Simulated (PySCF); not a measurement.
# Kr⁺: changing the method

What do other methods print for Kr⁺?

Computed with PySCF 2.14.0. Level: method and basis as typed in the scripts.

### Step 1. The atom

Kr⁺: 1 atom, charge 1, spin multiplicity 2.

### Step 2. The run that the others are compared with

Input file input.py:

```python
from pyscf import gto, scf, mp

mol = gto.M(
    atom='Kr 0 0 0',
    basis='def2-svpd',
    charge=1,
    spin=1,
    verbose=4,
)
mf = scf.UHF(mol)
mf.kernel()
mp.MP2(mf, frozen=9).kernel()
mf.dip_moment()
print('orbital energies (hartree):', [e[max(0, n-3):n+3].round(4) for e, n in zip(mf.mo_energy, mol.nelec)])
```

Command:

```
$ OMP_NUM_THREADS=1 python input.py
```

The log of this run is left out.

It gives: E(SCF) = -2751.185925 Eh, 8 cycles, E(MP2) − E(SCF) = -0.20722 Eh, ⟨S²⟩ = 0.756.

### Step 3. Population analysis

Edit 1 changes step after the SCF: mp2 → analyze.

Input file input.py:

```python
from pyscf import gto, scf

mol = gto.M(
    atom='Kr 0 0 0',
    basis='def2-svpd',
    charge=1,
    spin=1,
    verbose=4,
)
mf = scf.UHF(mol)
mf.kernel()
mf.analyze()
print('orbital energies (hartree):', [e[max(0, n-3):n+3].round(4) for e, n in zip(mf.mo_energy, mol.nelec)])
```

Command:

```
$ OMP_NUM_THREADS=1 python input.py
```

### Step 4. CCSD(T)

Edit 2 changes step after the SCF: mp2 → ccsd(t).

Edit input.py of step 2 so:

```diff
@@ -1,2 +1,2 @@
-from pyscf import gto, scf, mp
+from pyscf import gto, scf, cc
 
@@ -11,3 +11,5 @@
 mf.kernel()
-mp.MP2(mf, frozen=9).kernel()
+mycc = cc.CCSD(mf, frozen=9)
+mycc.kernel()
+mycc.ccsd_t()
 mf.dip_moment()
```

### Step 5. Stability test

Edit 3 changes step after the SCF: mp2 → stability.

Edit input.py of step 2 so:

```diff
@@ -1,2 +1,2 @@
-from pyscf import gto, scf, mp
+from pyscf import gto, scf
 
@@ -11,3 +11,3 @@
 mf.kernel()
-mp.MP2(mf, frozen=9).kernel()
+mf.stability(internal=True, external=True)
 mf.dip_moment()
```

### Step 6. M06l (UKS)

Edit 4 changes functional: none (Hartree–Fock) → m06l; SCF type: UHF → UKS; step after the SCF: mp2 → analyze.

Input file input.py:

```python
from pyscf import gto, dft

mol = gto.M(
    atom='Kr 0 0 0',
    basis='def2-svpd',
    charge=1,
    spin=1,
    verbose=4,
)
mf = dft.UKS(mol, xc='m06l')
mf.kernel()
mf.analyze()
print('orbital energies (hartree):', [e[max(0, n-3):n+3].round(4) for e, n in zip(mf.mo_energy, mol.nelec)])
```

Q: Predict the outcome of this session. Wanted: for each run, E(SCF); from base; gap, α spin; after the SCF.

**Answer**, as computed:

```tsv
run	E(SCF) (hartree)	from base (eV)	cycles	gap, α spin (eV)	after the SCF
base	-2751.185925	0	8	21.98	MP2 correlation -5.639 eV, core frozen
population analysis	-2751.185925	0.0000	8	21.98	n/a
CCSD(T)	-2751.185925	0.0000	8	21.98	CCSD(T) correlation -5.937 eV, core frozen
stability test	-2751.185925	0.0000	8	21.98	unstable: UHF/UKS -> GHF/GKS
m06l (UKS)	-2752.813634	not comparable	17	15.17	n/a
```

What this shows: On the same reference and core, CCSD(T) gains 5.94 eV in 3.8 s; MP2 reaches 95 % of that in 1.2 s. Total energies of different functionals can't be compared with each other; differences within one functional can. The dearest run is “m06l (UKS)”, at 4.5 s against 1.2 s.
